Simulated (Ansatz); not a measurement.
# HBr with N2: superposition error and deformation, part 2 of 3

Ansatz 0.2.0, Gaussian basis. The steps go on from the part before.

### Step 10. revPBE-D4/def2-TZVPPD

The inputs:

a/in.yaml

```yaml
crystal:
  periodic: [false, false, false]
  atoms:
    - {symbol: Br, position_ang: [0.008099, 0.060797, -2.550859]}
    - {symbol: H, position_ang: [-0.002265, 0.044880, -1.128992]}
basis:
  gaussian: {orbitals: "def2-TZVPPD.json"}
hamiltonian: {xc: {name: revPBE}, dispersion: d4}
```

b/in.yaml

```yaml
crystal:
  periodic: [false, false, false]
  atoms:
    - {symbol: N, position_ang: [-0.002960, -0.034304, 1.295689]}
    - {symbol: N, position_ang: [-0.002774, -0.071374, 2.384063]}
basis:
  gaussian: {orbitals: "def2-TZVPPD.json"}
hamiltonian: {xc: {name: revPBE}, dispersion: d4}
```

One command serves all of them, each in its own folder.

The run is started by

```sh
> ansatz run in.yaml --threads 2 --pin off --events-out ev --progress --plain --max-ram 5222MiB
```

a printed (excerpt; [...] marks lines left out):

```text
Functional definition: revPBE
  name "revPBE"
  cite "Zhang & Yang, Phys. Rev. Lett. 80, 890 (1998) doi:10.1103/PhysRevLett.80.890"
  cite "Perdew, Burke & Ernzerhof, Phys. Rev. Lett. 77, 3865 (1996) doi:10.1103/PhysRevLett.77.3865"
[...]
479 factors; their error is unknown
[...]
mean field -70056.79615796 eV, -2574.5397726029 hartree, gradient 3.8e-5 eV, S^2 0.000000; 0 other end points of the search recorded, 0 dependent functions left out
reference -70056.79621498 eV, -2574.5397746984 hartree; 18, 18 occupied and 56, 56 virtual orbitals, 479 factors
Total energy: -70056.82135916 eV, -2574.5406987301 hartree
```

b printed (excerpt; [...] marks lines left out):

```text
[... 4 set-up lines as earlier in the session ...]
[...]
358 factors; their error is unknown
[...]
mean field -2980.95932579 eV, -109.5482346558 hartree, gradient 2.1e-5 eV, S^2 0.000000; 0 other end points of the search recorded, 0 dependent functions left out
reference -2980.95935596 eV, -109.5482357645 hartree; 7, 7 occupied and 67, 67 virtual orbitals, 358 factors
Total energy: -2981.00025382 eV, -109.5497387332 hartree
```

Wall times: 0.3 s (a), 0.2 s (b) on 2 threads of AMD EPYC 9R14, shared host.

### Step 11. B97M-V/def2-TZVPPD

The same edit goes into each in.yaml of step 10 (a, b):

```diff
-hamiltonian: {xc: {name: revPBE}, dispersion: d4}
+hamiltonian: {xc: {name: B97M-V}}
```

Each run has its own folder and the same command.

The run is started by

```sh
> ansatz run in.yaml --threads 2 --pin off --events-out ev --progress --plain --max-ram 5222MiB
```

a printed (excerpt; [...] marks lines left out):

```text
Functional definition: B97M-V
  name "B97M-V"
  cite "Mardirossian & Head-Gordon, J. Chem. Phys. 142, 074111 (2015) doi:10.1063/1.4907719"
[... 2 set-up lines as earlier in the session ...]
  # Of w^i u^j: cxij and so on, Table III.
[...]
  gx(w, u) = cx00 + cx01*u + cx02*u^2 + (cx10 + cx11*u)*w
[...]
  gos(w, u) = cos00 + cos01*u + cos03*u^3 + cos10*w + cos32*w^3*u^2
[...]
      + integral(e_c_pw_mod_opposite_spin*gos(b97_w_opposite, b97_u_opposite)) + vv10(b, c)
479 factors; their error is unknown
[...]
mean field -70050.15813865 eV, -2574.2958298929 hartree, gradient 2.4e-5 eV, S^2 0.000000; 0 other end points of the search recorded, 0 dependent functions left out
reference -70050.15820253 eV, -2574.2958322403 hartree; 18, 18 occupied and 56, 56 virtual orbitals, 479 factors
Total energy: -70050.15820253 eV, -2574.2958322403 hartree
```

Log of b (excerpt; [...] marks lines left out):

```text
[... 5 set-up lines as earlier in the session ...]
  # Of w^i u^j: cxij and so on, Table III.
[...]
  gx(w, u) = cx00 + cx01*u + cx02*u^2 + (cx10 + cx11*u)*w
[...]
  gos(w, u) = cos00 + cos01*u + cos03*u^3 + cos10*w + cos32*w^3*u^2
[...]
      + integral(e_c_pw_mod_opposite_spin*gos(b97_w_opposite, b97_u_opposite)) + vv10(b, c)
358 factors; their error is unknown
[...]
mean field -2981.12763868 eV, -109.5544200406 hartree, gradient 2.5e-5 eV, S^2 0.000000; 0 other end points of the search recorded, 0 dependent functions left out
reference -2981.12767350 eV, -109.5544213203 hartree; 7, 7 occupied and 67, 67 virtual orbitals, 358 factors
Total energy: -2981.12767350 eV, -109.5544213203 hartree
```

They took 0.85 s (a), 0.5 s (b) on 2 threads of AMD EPYC 9R14, shared host.

### Step 12. HSE06-D4/def2-TZVPPD

Each input of step 11 (a, b) changes in the same lines:

```diff
-hamiltonian: {xc: {name: B97M-V}}
+hamiltonian: {xc: hse06, dispersion: d4}
```

Each run has its own folder and the same command.

The run is started by

```sh
> ansatz run in.yaml --threads 2 --pin off --events-out ev --progress --plain --max-ram 5222MiB
```

a printed (excerpt; [...] marks lines left out):

```text
Functional definition: HSE06
  name "HSE06"
  cite "Heyd, Scuseria & Ernzerhof, J. Chem. Phys. 118, 8207 (2003) doi:10.1063/1.1564060"
  cite "Krukau, Vydrov, Izmaylov & Scuseria, J. Chem. Phys. 125, 224106 (2006) doi:10.1063/1.2404663"
  cite "Heyd & Scuseria, J. Chem. Phys. 120, 7274 (2004) doi:10.1063/1.1668634"
  cite "Ernzerhof & Perdew, J. Chem. Phys. 109, 3313 (1998) doi:10.1063/1.476928"
[...]
531 factors; their error is unknown
36 factors; integrals over basis functions are off by at most 9.7e-5 eV
[...]
mean field -70054.73054729 eV, -2574.4638628112 hartree, gradient 8.8e-5 eV, S^2 0.000000; 0 other end points of the search recorded, 0 dependent functions left out
reference -70054.73058513 eV, -2574.4638642015 hartree; 18, 18 occupied and 56, 56 virtual orbitals, 531 factors
Total energy: -70054.73565995 eV, -2574.4640506977 hartree
```

Log of b (excerpt; [...] marks lines left out):

```text
[... 6 set-up lines as earlier in the session ...]
[...]
358 factors; their error is unknown
27 factors; integrals over basis functions are off by at most 4.5e-5 eV
[...]
mean field -2978.05883825 eV, -109.4416437049 hartree, gradient 3.1e-6 eV, S^2 0.000000; 0 other end points of the search recorded, 0 dependent functions left out
reference -2978.05885869 eV, -109.4416444562 hartree; 7, 7 occupied and 67, 67 virtual orbitals, 358 factors
Total energy: -2978.06613614 eV, -109.4419118976 hartree
```

Times: 0.45 s (a), 0.25 s (b) on 2 threads of AMD EPYC 9R14, shared host.

### Step 13. CCSD(T)/def2-TZVPPD

The same edit goes into each in.yaml of step 12 (a, b):

```diff
-hamiltonian: {xc: hse06, dispersion: d4}
+correlation: {method: ccsd_t}
```

The same command starts each run, in its folder.

The run is started by

```sh
> ansatz run in.yaml --threads 2 --pin off --events-out ev --progress --plain --max-ram 5222MiB
```

a printed (excerpt; [...] marks lines left out):

```text
Functional definition: HF
  name "HF"
  cite "Fock, Z. Phys. 61, 126 (1930) doi:10.1007/BF01340294"
[... 1 set-up line as earlier in the session ...]
[...]
448 factors; integrals over basis functions are off by at most 1.5e-3 eV
[...]
mean field -70014.95796486 eV, -2573.0022473657 hartree, gradient 1.7e-6 eV, S^2 0.000000; 0 other end points of the search recorded, 0 dependent functions left out
9 core orbitals not correlated: weight in the atoms' cores, before any rotation towards them, 1.000 or more for the frozen orbitals, at most 0.000 for the correlated occupied ones
reference -70014.95796486 eV, -2573.0022473657 hartree; 9, 9 occupied and 56, 56 virtual orbitals, 448 factors
second order -7.88007633 eV of doubles, -0.00000000 eV of singles
cycle   1  -7.96303923 eV  change   -8.3e-2 eV  update   4.5e-2
[...]
cycle   7  -8.15002342 eV  change    2.8e-6 eV  update   1.3e-5
perturbative correction -0.24567743 eV, -0.0090284790 hartree
Total energy: -70023.35366571 eV, -2573.3107836812 hartree
```

b printed (excerpt; [...] marks lines left out):

```text
[... 4 set-up lines as earlier in the session ...]
[...]
478 factors; integrals over basis functions are off by at most 8.4e-4 eV
[...]
mean field -2965.76787228 eV, -108.9899590367 hartree, gradient 6.6e-7 eV, S^2 0.000000; 0 other end points of the search recorded, 0 dependent functions left out
2 core orbitals not correlated: weight in the atoms' cores, before any rotation towards them, 1.000 or more for the frozen orbitals, at most 0.000 for the correlated occupied ones
reference -2965.76787228 eV, -108.9899590367 hartree; 5, 5 occupied and 67, 67 virtual orbitals, 478 factors
second order -10.10160882 eV of doubles, -0.00000000 eV of singles
cycle   1  -9.66056817 eV  change    4.4e-1 eV  update   8.1e-2
[...]
cycle   8  -10.07875902 eV  change   -6.8e-6 eV  update   6.6e-6
perturbative correction -0.49612655 eV, -0.0182323144 hartree
Total energy: -2976.34275785 eV, -109.3785789134 hartree
```

Times: 0.65 s (a), 0.5 s (b) on 2 threads of AMD EPYC 9R14, shared host.

### Step 14. Relaxing HBr alone

relax-a/in.yaml reads:

```yaml
crystal:
  periodic: [false, false, false]
  atoms:
    - {symbol: Br, position_ang: [0.008099, 0.060797, -2.550859]}
    - {symbol: H, position_ang: [-0.002265, 0.044880, -1.128992]}
basis:
  gaussian: {orbitals: def2-TZVP}
hamiltonian: {xc: pbe0, dispersion: d4}
relax: {f_tol: 0.005, max_steps: 200}
```

The run is started by

```sh
> ansatz run in.yaml --threads 2 --pin off --events-out ev --progress --plain --max-ram 5222MiB
```

What it wrote (excerpt; [...] marks lines left out):

```text
[... 5 set-up lines as earlier in the session ...]
[...]
457 factors; their error is unknown
[...]
mean field -70054.57275452 eV, -2574.4580640338 hartree, gradient 2.1e-5 eV, S^2 0.000000; 0 other end points of the search recorded, 0 dependent functions left out
[...]
reference -70054.57279943 eV, -2574.4580656843 hartree; 18, 18 occupied and 36, 36 virtual orbitals, 457 factors
Total energy: -70054.57831875 eV, -2574.4582685156 hartree
Atom 0 at     0.008094     0.060789    -2.550136 Å, force     0.000000     0.000000    -0.000009 eV/Å
Atom 1 at    -0.002260     0.044888    -1.129715 Å, force    -0.000000    -0.000000     0.000009 eV/Å
Dipole moment:    -0.001446    -0.002220     0.198321 e Å
```

Wall time 0.95 s (2 threads of AMD EPYC 9R14, shared host).

Relaxation path:

```csv
step,energy from step 1 (eV),largest force component (eV/Å)
1,0.0000,0.0375
2,0.0000,0.0068
3,0.0000,0.0000
```

The bond:

```csv
bond,before (Å),after (Å),change (Å)
Br1–H2,1.422,1.421,-0.001
```

### Step 15. Relaxing N2 alone

relax-b/in.yaml reads:

```yaml
crystal:
  periodic: [false, false, false]
  atoms:
    - {symbol: N, position_ang: [-0.002960, -0.034304, 1.295689]}
    - {symbol: N, position_ang: [-0.002774, -0.071374, 2.384063]}
basis:
  gaussian: {orbitals: def2-TZVP}
hamiltonian: {xc: pbe0, dispersion: d4}
relax: {f_tol: 0.005, max_steps: 200}
```

The run is started by

```sh
> ansatz run in.yaml --threads 2 --pin off --events-out ev --progress --plain --max-ram 5222MiB
```

What it wrote (excerpt; [...] marks lines left out):

```text
[... 5 set-up lines as earlier in the session ...]
[...]
310 factors; their error is unknown
[...]
mean field -2978.18538883 eV, -109.4462943528 hartree, gradient 4.0e-6 eV, S^2 0.000000; 0 other end points of the search recorded, 0 dependent functions left out
[...]
reference -2978.18542245 eV, -109.4462955884 hartree; 7, 7 occupied and 55, 55 virtual orbitals, 310 factors
Total energy: -2978.19341170 eV, -109.4465891880 hartree
Atom 0 at    -0.002960    -0.034296     1.295452 Å, force     0.000000    -0.000001     0.000015 eV/Å
Atom 1 at    -0.002774    -0.071382     2.384300 Å, force    -0.000000     0.000001    -0.000015 eV/Å
Dipole moment:     0.000000     0.000000    -0.000000 e Å
```

Wall time 0.75 s (2 threads of AMD EPYC 9R14, shared host).

Relaxation path:

```csv
step,energy from step 1 (eV),largest force component (eV/Å)
1,0.0000,0.0754
2,0.0000,0.0140
3,0.0000,0.0000
```

The bond:

```csv
bond,before (Å),after (Å),change (Å)
N1–N2,1.089,1.089,+0.000
```

### Step 16. PBE-D4/def2-TZVPPD

free-a/in.yaml reads:

```yaml
crystal:
  periodic: [false, false, false]
  atoms:
    - {symbol: Br, position_ang: [0.008094, 0.060789, -2.550136]}
    - {symbol: H, position_ang: [-0.002260, 0.044888, -1.129715]}
basis:
  gaussian: {orbitals: "def2-TZVPPD.json"}
hamiltonian: {xc: pbe, dispersion: d4}
```

free-b/in.yaml reads:

```yaml
crystal:
  periodic: [false, false, false]
  atoms:
    - {symbol: N, position_ang: [-0.002960, -0.034296, 1.295452]}
    - {symbol: N, position_ang: [-0.002774, -0.071382, 2.384300]}
basis:
  gaussian: {orbitals: "def2-TZVPPD.json"}
hamiltonian: {xc: pbe, dispersion: d4}
```

Each run has its own folder and the same command.

The run is started by

```sh
> ansatz run in.yaml --threads 2 --pin off --events-out ev --progress --plain --max-ram 5222MiB
```

Output in free-a (excerpt; [...] marks lines left out):

```text
[... 4 set-up lines as earlier in the session ...]
[...]
479 factors; their error is unknown
[...]
mean field -70052.16261403 eV, -2574.3694930044 hartree, gradient 2.8e-5 eV, S^2 0.000000; 0 other end points of the search recorded, 0 dependent functions left out
reference -70052.16265745 eV, -2574.3694946000 hartree; 18, 18 occupied and 56, 56 virtual orbitals, 479 factors
Total energy: -70052.16944251 eV, -2574.3697439465 hartree
```

free-b printed (excerpt; [...] marks lines left out):

```text
[... 4 set-up lines as earlier in the session ...]
[...]
358 factors; their error is unknown
[...]
mean field -2978.34674652 eV, -109.4522241385 hartree, gradient 2.2e-5 eV, S^2 0.000000; 0 other end points of the search recorded, 0 dependent functions left out
reference -2978.34676870 eV, -109.4522249537 hartree; 7, 7 occupied and 67, 67 virtual orbitals, 358 factors
Total energy: -2978.35665585 eV, -109.4525882998 hartree
```

Times: 0.35 s (free-a), 0.2 s (free-b) on 2 threads of AMD EPYC 9R14, shared host.

### Step 17. r2SCAN-D4/def2-TZVPPD

The same edit goes into each in.yaml of step 16 (free-a, free-b):

```diff
-hamiltonian: {xc: pbe, dispersion: d4}
+hamiltonian: {xc: r2scan, dispersion: d4}
```

Each run has its own folder and the same command.

The run is started by

```sh
> ansatz run in.yaml --threads 2 --pin off --events-out ev --progress --plain --max-ram 5222MiB
```

free-a printed (excerpt; [...] marks lines left out):

```text
[... 5 set-up lines as earlier in the session ...]
[...]
479 factors; their error is unknown
[...]
mean field -70062.30092620 eV, -2574.7420691046 hartree, gradient 1.5e-5 eV, S^2 0.000000; 0 other end points of the search recorded, 0 dependent functions left out
reference -70062.30093767 eV, -2574.7420695260 hartree; 18, 18 occupied and 56, 56 virtual orbitals, 479 factors
Total energy: -70062.30239676 eV, -2574.7421231467 hartree
```

Output in free-b (excerpt; [...] marks lines left out):

```text
[... 5 set-up lines as earlier in the session ...]
[...]
358 factors; their error is unknown
[...]
mean field -2979.98686924 eV, -109.5124975368 hartree, gradient 2.5e-6 eV, S^2 0.000000; 0 other end points of the search recorded, 0 dependent functions left out
reference -2979.98687548 eV, -109.5124977663 hartree; 7, 7 occupied and 67, 67 virtual orbitals, 358 factors
Total energy: -2979.98909227 eV, -109.5125792316 hartree
```

Wall times: 0.6 s (free-a), 0.4 s (free-b) on 2 threads of AMD EPYC 9R14, shared host.

### Step 18. PBE0-D4/def2-TZVPPD

Each input of step 17 (free-a, free-b) changes in the same lines:

```diff
-hamiltonian: {xc: r2scan, dispersion: d4}
+hamiltonian: {xc: pbe0, dispersion: d4}
+output: {orbitals: {seedname: orbitals}}
```

The same command starts each run, in its folder.

The run is started by

```sh
> ansatz run in.yaml --threads 2 --pin off --events-out ev --progress --plain --max-ram 5222MiB
```

Output in free-a (excerpt; [...] marks lines left out):

```text
[... 5 set-up lines as earlier in the session ...]
[...]
531 factors; their error is unknown
[...]
mean field -70054.61607769 eV, -2574.4596561307 hartree, gradient 7.0e-5 eV, S^2 0.000000; 0 other end points of the search recorded, 0 dependent functions left out
reference -70054.61610637 eV, -2574.4596571847 hartree; 18, 18 occupied and 56, 56 virtual orbitals, 531 factors
Total energy: -70054.62162569 eV, -2574.4598600160 hartree
```

free-b printed (excerpt; [...] marks lines left out):

```text
[... 5 set-up lines as earlier in the session ...]
[...]
358 factors; their error is unknown
[...]
mean field -2978.19948978 eV, -109.4468125535 hartree, gradient 2.8e-6 eV, S^2 0.000000; 0 other end points of the search recorded, 0 dependent functions left out
reference -2978.19950513 eV, -109.4468131176 hartree; 7, 7 occupied and 67, 67 virtual orbitals, 358 factors
Total energy: -2978.20749439 eV, -109.4471067172 hartree
```

They took 0.35 s (free-a), 0.2 s (free-b) on 2 threads of AMD EPYC 9R14, shared host.

(Continued in part 3 of 3.)
